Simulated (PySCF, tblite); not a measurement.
# C6H8Ge: geometry, infrared bands, NMR shifts, spin-spin couplings and electronic excitations, part 2 of 2

tblite 0.8.0 and PySCF 2.14.0. Atoms count from 0. The steps go on from the part before.

### 6 Spin-spin couplings: B3LYP/pcSseg-1+pcJ-1

The job: settings as JSON, then the geometry in Å.

```
{"job": {"kind": "j", "xc": "B3LYP", "basis": "pcJ-1"}, "charge": 0, "multiplicity": 1}
C      3.088929    -0.209359     0.346946
C      2.035292    -0.134249    -0.248774
C      0.762427    -0.045273    -0.940102
C     -0.128959    -1.248544    -0.710797
C     -1.346216    -1.103863    -0.171255
C     -1.865188     0.249215     0.225141
Ge    -0.395493     1.449926    -0.297074
H      4.023262    -0.279046     0.871650
H      0.952935     0.089963    -2.020185
H      0.255557    -2.236737    -0.984500
H     -1.978278    -1.984823    -0.009064
H     -2.803860     0.496519    -0.297391
H     -2.083857     0.299407     1.304685
H     -0.773539     2.406734    -1.443205
H      0.242080     2.230675     0.861455
```

Method: B3LYP/pcJ-1 Ge:pcSseg-1 indirect spin-spin coupling, non-relativistic, gas phase.

The log of the run:

```text
coarse grid: 58272 points
cycle   1  E = -2310.1058721427  dE =  1.146e-01  |g| = 1.014e+00  |ddm| = 3.665e+00
cycle   2  E = -2310.0570008805  dE =  4.887e-02  |g| = 1.096e+00  |ddm| = 1.256e+00
cycle   3  E = -2310.2075267173  dE = -1.505e-01  |g| = 1.132e-01  |ddm| = 8.003e-01
cycle   4  E = -2310.2091939072  dE = -1.667e-03  |g| = 6.175e-02  |ddm| = 1.365e-01
cycle   5  E = -2310.2100611690  dE = -8.673e-04  |g| = 2.263e-02  |ddm| = 6.021e-02
cycle   6  E = -2310.2101782517  dE = -1.171e-04  |g| = 6.343e-03  |ddm| = 1.952e-02
cycle   7  E = -2310.2101873163  dE = -9.065e-06  |g| = 2.198e-03  |ddm| = 6.271e-03
final grid: 123264 points
cycle   8  E = -2310.2101670239  dE =  3.699e-06  |g| = 4.475e-03  |ddm| = 5.376e-03
cycle   9  E = -2310.2101484535  dE =  1.857e-05  |g| = 9.760e-03  |ddm| = 9.627e-03
cycle  10  E = -2310.2101717754  dE = -2.332e-05  |g| = 9.259e-04  |ddm| = 6.539e-03
cycle  11  E = -2310.2101719813  dE = -2.059e-07  |g| = 1.177e-04  |ddm| = 7.256e-04
cycle  12  E = -2310.2101719851  dE = -3.786e-09  |g| = 2.204e-05  |ddm| = 1.362e-04
cycle  13  E = -2310.2101719851  dE = -3.683e-11  |g| = 1.573e-06  |ddm| = 1.232e-05
converged SCF energy = -2310.2101719851

Indirect spin-spin couplings (Hz)
  i      j    bonds     total        FC       PSO       DSO        SD
  0 C    1 C    1    198.787   190.386     8.271     0.130         -
  0 C    2 C    2     12.729    13.087    -0.274    -0.084         -
  0 C    3 C    3      2.469     2.493     0.009    -0.034         -
  0 C    4 C    4      0.439     0.485     0.005    -0.052         -
  0 C    7 H    1    272.451   272.993    -0.984     0.442         -
  0 C    8 H    3      5.234     4.889     0.682    -0.337         -
  0 C    9 H    4     -0.186    -0.153     0.078    -0.111         -
  0 C   10 H    5      0.235     0.248     0.213    -0.226         -
  0 C   12 H    5      0.171     0.224     0.113    -0.166         -
  0 C   13 H    4      0.513     0.713     0.214    -0.414         -
  0 C   14 H    4     -0.221    -0.215    -0.085     0.080         -
  1 C    2 C    1     77.249    79.004    -2.079     0.324         -
  1 C    3 C    2     -5.081    -4.969    -0.189     0.076         -
  1 C    4 C    3      5.171     5.077     0.117    -0.023         -
  1 C    5 C    3     -0.312    -0.290     0.029    -0.051         -
  1 C    7 H    2     52.203    47.647     5.619    -1.063         -
  1 C    8 H    2    -13.710   -13.743    -0.082     0.115         -
  1 C    9 H    3      2.921     2.800    -0.001     0.122         -
  1 C   10 H    4     -1.957    -1.983     0.258    -0.232         -
  1 C   11 H    4      3.046     3.164     0.267    -0.386         -
  1 C   12 H    4      1.561     1.622     0.105    -0.166         -
  1 C   13 H    3      2.649     2.977     0.159    -0.488         -
  1 C   14 H    3      2.493     2.392    -0.088     0.189         -
  2 C    3 C    1     41.820    42.650    -1.165     0.334         -
  2 C    4 C    2      5.496     5.811    -0.364     0.049         -
  2 C    5 C    2      7.333     7.569    -0.243     0.008         -
  2 C    7 H    3      4.021     3.870     0.495    -0.345         -
  2 C    8 H    1    143.919   141.544     0.958     1.417         -
  2 C    9 H    2      6.309     6.170     0.133     0.006         -
  2 C   10 H    3     11.347    11.336     0.353    -0.342         -
  2 C   11 H    3      0.084     0.274     0.152    -0.342         -
  2 C   12 H    3     -0.679    -0.494     0.140    -0.325         -
  2 C   13 H    2      8.683     9.210    -0.028    -0.499         -
  2 C   14 H    2      6.138     6.668     0.013    -0.544         -
  3 C    4 C    1     78.228    87.974    -9.995     0.249         -
  3 C    5 C    2      3.510     3.829    -0.350     0.031         -
  3 C    7 H    4     -2.209    -2.205     0.191    -0.195         -
  3 C    8 H    2     -7.679    -7.875     0.073     0.123         -
  3 C    9 H    1    173.629   172.551     0.115     0.962         -
  3 C   10 H    2      4.859     6.465    -1.305    -0.300         -
  3 C   11 H    3      7.934     8.020     0.201    -0.287         -
  3 C   12 H    3      7.828     7.917     0.185    -0.275         -
  3 C   13 H    3      1.952     2.388     0.105    -0.541         -
  3 C   14 H    3      1.628     2.103     0.125    -0.599         -
  4 C    5 C    1     41.466    42.627    -1.457     0.295         -
  4 C    8 H    3      6.449     6.530     0.162    -0.243         -
  4 C    9 H    2      5.034     6.593    -1.239    -0.319         -
  4 C   10 H    1    167.288   166.141     0.229     0.919         -
  4 C   11 H    2     -6.894    -7.023     0.097     0.032         -
  4 C   12 H    2     -7.015    -7.141     0.089     0.037         -
  4 C   13 H    3      1.716     2.171     0.104    -0.559         -
  4 C   14 H    3      2.785     3.279     0.120    -0.614         -
  5 C    7 H    5     -0.198    -0.115     0.148    -0.231         -
  5 C    8 H    3     -0.668    -0.477     0.158    -0.349         -
  5 C    9 H    3     10.860    10.855     0.389    -0.384         -
  5 C   10 H    2      6.666     6.585     0.183    -0.103         -
  5 C   11 H    1    140.430   138.012     1.248     1.170         -
  5 C   12 H    1    140.315   137.916     1.229     1.171         -
  5 C   13 H    2      8.238     8.822     0.041    -0.625         -
  5 C   14 H    2      8.494     9.107     0.055    -0.668         -
  7 H    8 H    4     -4.173    -4.274     1.413    -1.312         -
  7 H   10 H    6     -0.263    -0.179     0.714    -0.798         -
  7 H   11 H    6     -0.225     0.061     0.812    -1.099         -
  7 H   12 H    6     -0.282    -0.124     0.460    -0.617         -
  7 H   13 H    5     -1.000    -0.388     0.720    -1.331         -
  7 H   14 H    5      0.329     0.086     0.300    -0.057         -
  8 H    9 H    3      4.098     3.760     0.608    -0.270         -
  8 H   10 H    4     -3.218    -3.221     1.483    -1.480         -
  8 H   11 H    4      2.041     2.464     0.747    -1.170         -
  8 H   12 H    4      3.499     4.158     1.503    -2.162         -
  8 H   13 H    3      3.610     3.570    -0.425     0.465         -
  8 H   14 H    3      0.874     2.697     1.145    -2.969         -
  9 H   10 H    3      8.574     8.767     0.047    -0.240         -
  9 H   11 H    4     -3.234    -3.210     1.524    -1.548         -
  9 H   12 H    4     -3.246    -3.226     1.503    -1.522         -
  9 H   13 H    4      0.164     0.969     1.144    -1.948         -
  9 H   14 H    4      0.518     1.398     1.203    -2.083         -
 10 H   11 H    3      4.440     4.156     0.677    -0.393         -
 10 H   12 H    3      4.338     4.061     0.695    -0.418         -
 10 H   13 H    4      0.479     1.306     1.139    -1.967         -
 10 H   14 H    4      0.900     1.813     1.166    -2.080         -
 11 H   12 H    2    -19.892   -20.960     2.417    -1.348         -
 11 H   13 H    3      3.446     3.569    -0.203     0.080         -
 11 H   14 H    3      2.039     3.904     1.175    -3.040         -
 12 H   13 H    3      2.869     4.723     1.233    -3.087         -
 12 H   14 H    3      3.070     3.282    -0.174    -0.038         -
 13 H   14 H    2     21.277    24.593     1.030    -4.346         -
```

Run time: 98 s. Hardware: 1 thread of Arm Neoverse V1, shared host; peak memory 1.2 GiB.

A choice of the couplings up to four bonds, sorted by the number of bonds; isotopes 13C, 1H:

| pair | bonds | J (Hz) | Fermi contact (Hz) | dihedral (°) |
| --- | --- | --- | --- | --- |
| C0–H7 | 1 | 272.5 | 273.0 | – |
| C0–C1 | 1 | 198.8 | 190.4 | – |
| C3–H9 | 1 | 173.6 | 172.6 | – |
| C4–H10 | 1 | 167.3 | 166.1 | – |
| C2–H8 | 1 | 143.9 | 141.5 | – |
| C5–H11 | 1 | 140.4 | 138.0 | – |
| C5–H12 | 1 | 140.3 | 137.9 | – |
| C3–C4 | 1 | 78.2 | 88.0 | – |
| C1–C2 | 1 | 77.2 | 79.0 | – |
| C1–H7 | 2 | 52.2 | 47.6 | – |
| H13–H14 | 2 | 21.3 | 24.6 | – |
| H11–H12 | 2 | -19.9 | -21.0 | – |
| C1–H8 | 2 | -13.7 | -13.7 | – |
| C0–C2 | 2 | 12.7 | 13.1 | – |
| C2–H13 | 2 | 8.7 | 9.2 | – |
| C5–H14 | 2 | 8.5 | 9.1 | – |
| C5–H13 | 2 | 8.2 | 8.8 | – |
| C3–H8 | 2 | -7.7 | -7.9 | – |
| C2–H10 | 3 | 11.3 | 11.3 | -180 |
| C5–H9 | 3 | 10.9 | 10.9 | 179 |
| H9–H10 | 3 | 8.6 | 8.8 | -1 |
| C3–H11 | 3 | 7.9 | 8.0 | 121 |
| C3–H12 | 3 | 7.8 | 7.9 | -119 |
| C4–H8 | 3 | 6.4 | 6.5 | -117 |
| C0–H8 | 3 | 5.2 | 4.9 | – |
| C1–C4 | 3 | 5.2 | 5.1 | 121 |
| H10–H11 | 3 | 4.4 | 4.2 | -59 |
| H7–H8 | 4 | -4.2 | -4.3 | – |
| H8–H12 | 4 | 3.5 | 4.2 | – |
| H9–H12 | 4 | -3.2 | -3.2 | – |
| H9–H11 | 4 | -3.2 | -3.2 | – |
| H8–H10 | 4 | -3.2 | -3.2 | – |
| C1–H11 | 4 | 3.0 | 3.2 | – |
| C3–H7 | 4 | -2.2 | -2.2 | – |
| H8–H11 | 4 | 2.0 | 2.5 | – |
| C1–H10 | 4 | -2.0 | -2.0 | – |

The spin-dipole term was not solved, so all couplings lack that part.

The response was solved for the nuclei of C, H alone, so couplings that need other nuclei can be missing.

Quadrupole couplings from the field gradients of the same density:

| atom | isotope | eQq/h (MHz) | η |
| --- | --- | --- | --- |
| Ge6 | 73Ge | -26.3 | 0.33 |

Shifts (PBE0/pcSseg-1, unscaled) and these couplings together give the proton spectrum at 300 MHz below.

1H NMR δ 6.05 (m, 1H), 5.97 (m, 1H), 4.57 (m, 1H), 4.47 (m, 1H), 2.91 (m, 1H), 1.93 (dd, J = 4.2, 1.0 Hz, 1H), 1.90 (m, 1H), 1.72 (m, 1H).

### 7 Excited states and response: CAM-B3LYP/def2-SVPD

Settings changed since step 6:

```diff
@@ -1,2 +1,2 @@
-{"job": {"kind": "j", "xc": "B3LYP", "basis": "pcJ-1"}, "charge": 0, "multiplicity": 1}
+{"job": {"kind": "uv", "xc": "CAM-B3LYP", "basis": "def2-SVPD", "ip": true}, "charge": 0, "multiplicity": 1}
 C      3.088929    -0.209359     0.346946
```

Level: TDDFT CAM-B3LYP/def2-SVPD, vertical, gas phase, core orbitals frozen in the response.

The log of the run:

```text
coarse grid: 58272 points
cycle   1  E = -2309.8697568864  dE =  3.415e-01  |g| = 5.019e-01  |ddm| = 9.710e+00
cycle   2  E = -2309.8874017163  dE = -1.764e-02  |g| = 4.652e-01  |ddm| = 2.016e+00
cycle   3  E = -2309.9177271927  dE = -3.033e-02  |g| = 4.950e-02  |ddm| = 7.772e-01
cycle   4  E = -2309.9178447688  dE = -1.176e-04  |g| = 4.264e-02  |ddm| = 1.957e-01
cycle   5  E = -2309.9182901308  dE = -4.454e-04  |g| = 9.766e-03  |ddm| = 9.650e-02
cycle   6  E = -2309.9183119383  dE = -2.181e-05  |g| = 1.855e-03  |ddm| = 2.348e-02
cycle   7  E = -2309.9183128124  dE = -8.741e-07  |g| = 5.564e-04  |ddm| = 6.762e-03
final grid: 123264 points
cycle   8  E = -2309.9182941065  dE =  7.724e-09  |g| = 6.989e-04  |ddm| = 7.131e-03
cycle   9  E = -2309.9182940126  dE =  9.383e-08  |g| = 9.351e-04  |ddm| = 2.582e-03
cycle  10  E = -2309.9182942276  dE = -2.149e-07  |g| = 4.708e-05  |ddm| = 1.422e-03
cycle  11  E = -2309.9182942281  dE = -4.952e-10  |g| = 1.742e-05  |ddm| = 1.113e-04
converged SCF energy = -2309.9182942281

Static polarisability (au): isotropic 96.769, principal 77.713 91.969 120.623

Singlet excitations
state   eV       nm        f      main configurations
  1   6.0939    203.5   0.00980   H->L+1 0.21, H->L 0.19, H->L+4 0.15
  2   6.4563    192.0   0.01738   H->L+4 0.13, H->L 0.10, H-2->L+1 0.08
  3   6.5858    188.3   0.02353   H-2->L+1 0.18, H->L+1 0.16, H-2->L+4 0.14
  4   6.7866    182.7   0.00896   H->L 0.38, H->L+2 0.26, H-1->L 0.10
  5   6.8254    181.7   0.02132   H->L+1 0.20, H->L+3 0.19, H->L+2 0.18
  6   6.9706    177.9   0.03018   H-1->L 0.42, H->L+2 0.28
  7   7.1526    173.3   0.10129   H-1->L+1 0.57, H-1->L+2 0.11, H-2->L+1 0.10
  8   7.2017    172.2   0.03648   H->L 0.22, H-1->L 0.19, H->L+1 0.15
  9   7.4121    167.3   0.03480   H-2->L 0.37, H-2->L+1 0.15
 10   7.4608    166.2   0.03337   H-1->L+2 0.39, H-1->L+1 0.10, H-1->L 0.09

Triplet excitations (Tamm-Dancoff, eV): 4.3273 5.2094 5.6439 5.7011
Vertical ionisation energy (delta-SCF) = 9.0654 eV
```

Run time: 5.7 min. Hardware: 1 thread of Arm Neoverse V1, shared host; peak memory 1.1 GiB.

Frontier orbitals and where they lie:

| orbital | eV | atoms |
| --- | --- | --- |
| HOMO−3 | -10.10 | C5 33 %, Ge6 24 %, C4 11 % |
| HOMO−2 | -9.06 | C0 38 %, C1 36 %, C2 9 % |
| HOMO−1 | -8.82 | C3 28 %, C4 26 %, C1 9 % |
| HOMO | -8.36 | C0 27 %, C1 23 %, C2 13 % |
| LUMO | 1.03 | Ge6 35 %, H13 8 %, C4 8 % |
| LUMO+1 | 1.15 | Ge6 20 %, C4 13 %, C3 12 % |
| LUMO+2 | 1.44 | C3 18 %, Ge6 18 %, C4 17 % |

With each of the 10 states as a Gaussian band of 0.4 eV half-width at 1/e, the curve within the window shown has maxima at 173 nm (ε 9,000) L/(mol cm). Beyond the last state computed it falls off for lack of states. The curve at chosen wavelengths:

(nm, ε (L/mol/cm)): (160, 2074), (163, 3914), (165, 5342), (168, 7354), (170, 8339), (173, 8982), (176, 8606), (178, 7941), (181, 6655), (183, 5774), (186, 4587), (189, 3617), (191, 3079), (194, 2402), (196, 2022), (199, 1543), (202, 1160), (204, 950), (207, 694), (209, 556), (212, 390), (215, 264), (217, 199), (220, 126), (222, 90), (225, 53)

Ground-state properties from the same run:

| property | computed |
| --- | --- |
| dipole moment (D) | 1.16 |
| polarisability (Å³) | 14.34 |
| HOMO–LUMO gap (eV) | 9.39 |
| −ε(HOMO) (eV) | 8.36 |

### 8 Shielding tensors: B97-2/pcSseg-1

Settings changed since step 7:

```diff
@@ -1,2 +1,2 @@
-{"job": {"kind": "uv", "xc": "CAM-B3LYP", "basis": "def2-SVPD", "ip": true}, "charge": 0, "multiplicity": 1}
+{"job": {"kind": "nmr", "xc": "B97-2", "basis": "pcSseg-1", "pop": false}, "charge": 0, "multiplicity": 1}
 C      3.088929    -0.209359     0.346946
```

Level: GIAO B97-2/pcSseg-1 NMR shielding, non-relativistic, gas phase.

The log of the run:

```text
coarse grid: 58272 points
cycle   1  E = -2310.4936796030  dE =  1.433e-01  |g| = 8.340e-01  |ddm| = 3.823e+00
cycle   2  E = -2310.4720179064  dE =  2.166e-02  |g| = 8.510e-01  |ddm| = 1.161e+00
cycle   3  E = -2310.5691508816  dE = -9.713e-02  |g| = 9.903e-02  |ddm| = 6.760e-01
cycle   4  E = -2310.5702788028  dE = -1.128e-03  |g| = 5.126e-02  |ddm| = 1.187e-01
cycle   5  E = -2310.5709029386  dE = -6.241e-04  |g| = 1.852e-02  |ddm| = 5.465e-02
cycle   6  E = -2310.5709833024  dE = -8.036e-05  |g| = 4.451e-03  |ddm| = 1.648e-02
cycle   7  E = -2310.5709877790  dE = -4.477e-06  |g| = 1.842e-03  |ddm| = 5.290e-03
final grid: 123264 points
cycle   8  E = -2310.5709322396  dE =  2.218e-06  |g| = 3.502e-03  |ddm| = 5.027e-03
cycle   9  E = -2310.5709224154  dE =  9.824e-06  |g| = 7.126e-03  |ddm| = 8.030e-03
cycle  10  E = -2310.5709352644  dE = -1.285e-05  |g| = 6.660e-04  |ddm| = 5.288e-03
cycle  11  E = -2310.5709353732  dE = -1.089e-07  |g| = 8.650e-05  |ddm| = 5.598e-04
cycle  12  E = -2310.5709353753  dE = -2.050e-09  |g| = 1.275e-05  |ddm| = 1.083e-04
cycle  13  E = -2310.5709353753  dE = -1.637e-11  |g| = 1.873e-06  |ddm| = 9.320e-06
converged SCF energy = -2310.5709353753

GIAO shielding tensors (ppm)
atom      isotropic    diamagn.    paramagn.     s11        s22        s33       span
  0 C      113.276     259.009    -145.732     42.880     50.538    246.411    203.531
  1 C       98.737     261.137    -162.399     -6.790      7.184    295.818    302.608
  2 C      162.230     247.159     -84.929    148.226    160.485    177.979     29.754
  3 C       45.304     254.499    -209.195    -60.018     67.820    128.109    188.126
  4 C       46.432     254.287    -207.854    -57.837     60.338    136.796    194.634
  5 C      166.371     251.857     -85.486    152.013    157.429    189.672     37.659
  6 Ge    1408.669    2754.971   -1346.302   1276.958   1420.552   1528.496    251.537
  7 H       29.455      33.802      -4.347     24.268     24.537     39.560     15.292
  8 H       28.478      27.970       0.509     23.836     26.472     35.127     11.291
  9 H       25.450      30.081      -4.631     22.986     26.214     27.149      4.164
 10 H       25.369      29.724      -4.355     22.617     26.160     27.330      4.713
 11 H       29.651      28.767       0.884     24.549     26.983     37.422     12.873
 12 H       29.479      29.649      -0.170     24.700     26.740     36.998     12.298
 13 H       26.852      28.240      -1.388     20.660     21.697     38.198     17.537
 14 H       26.961      28.031      -1.070     20.879     22.428     37.575     16.696
```

It took 29 s on 1 thread of Arm Neoverse V1, shared host; peak memory 0.87 GiB.

In short: δ C3 138.4, C4 137.3, C1 85.0, C0 70.4, H10 6.01, H9 5.93 ppm.

### 9 Side by side: NMR shifts

Shifts (ppm) of some atoms, chosen among heavy atoms and hydrogens apart, with basis size and wall time:

| run | C3 | C4 | C1 | C0 | H13 | H14 | Ge6 | functions | time |
| --- | --- | --- | --- | --- | --- | --- | --- | --- | --- |
| PBE0/pcSseg-1 | 141.6 | 140.5 | 88.0 | 73.4 | 4.57 | 4.47 | -88 | 183 | 30 s |
| B97-2/pcSseg-1 | 138.4 | 137.3 | 85.0 | 70.4 | 4.52 | 4.41 | -87 | 183 | 29 s |

### 10 Summary of results

The summary covers parts 1 to 2.

| quantity | value |
| --- | --- |
| strongest single infrared mode (GFN2-xTB) | 2007 cm⁻¹, 500 km/mol |
| zero-point energy (GFN2-xTB) | 67.9 kcal/mol |
| point group | C1 |
| rotational constants (main isotopes) | 2.76, 1.58, 1.12 GHz |
| 13C shifts against TMS (PBE0/pcSseg-1) | 141.6, 140.5, 88.0, 73.4, 21.3, 17.0 ppm |
| 1H shifts against TMS (PBE0/pcSseg-1) | 6.05, 5.97, 4.57, 4.47, 2.91, 1.93, 1.90, 1.72 ppm |
| 73Ge shifts against GeMe4 (PBE0/pcSseg-1) | -88 ppm |
| largest coupling of the table (B3LYP/pcSseg-1+pcJ-1) | 1J(C,H) C0–H7, 272.5 Hz |
| lowest singlet (CAM-B3LYP/def2-SVPD) | 6.09 eV (203 nm), f = 0.010 |
| brightest single state of those computed | state 7, 7.15 eV, f = 0.101 |
| lowest triplet | 4.33 eV |
| vertical ionisation energy (ΔSCF) | 9.07 eV |
| range of the shift of C4 | 137.3 to 140.5 ppm |

In words: Over 101 steps the energy fell by 0.515 eV; of the close pairs, C3–H9 changed most, 1.139 to 1.081 Å (GFN2-xTB). No mode is imaginary among the 39: a minimum at this level. The strongest single mode, at 2007 cm⁻¹, moves mainly H14. GFN2-xTB is a fitted tight-binding method: band positions and strengths are rough. Its intensities can rank the bands wrongly. The optimisation took 6 steps and gained 0.198 eV; among the close pairs (by a distance rule), Ge6–H14 changed most, from 1.493 to 1.536 Å (PBE0/def2-SVP). At PBE0/pcSseg-1: The largest span, 307 ppm, is at C1, where the paramagnetic term is -165 ppm. Of the pairs tabulated at B3LYP/pcSseg-1+pcJ-1, C0–H7 couples most strongly (272.5 Hz; Fermi contact 273.0 Hz). Couplings across rotatable bonds belong to this one conformer; where others are populated, the observed values are averages. The lowest singlet, at 6.09 eV, is HOMO→LUMO+1 0.21, HOMO→LUMO 0.19 and is weak; of the 10 states computed, the strongest absorption comes from state 7 at 7.15 eV. The lowest triplet lies 1.77 eV below the lowest singlet (triplets in Tamm-Dancoff, singlets in full TDDFT). ΔSCF puts the ionisation energy at 9.07 eV, 0.71 eV above −ε(HOMO). In ppm, C4 moves most: its shift spreads over 3.3 ppm, from 137.3 (B97-2/pcSseg-1) to 140.5 (PBE0/pcSseg-1). Spin-orbit coupling is left out, which matters for shieldings and couplings at and beside the heavy atoms.
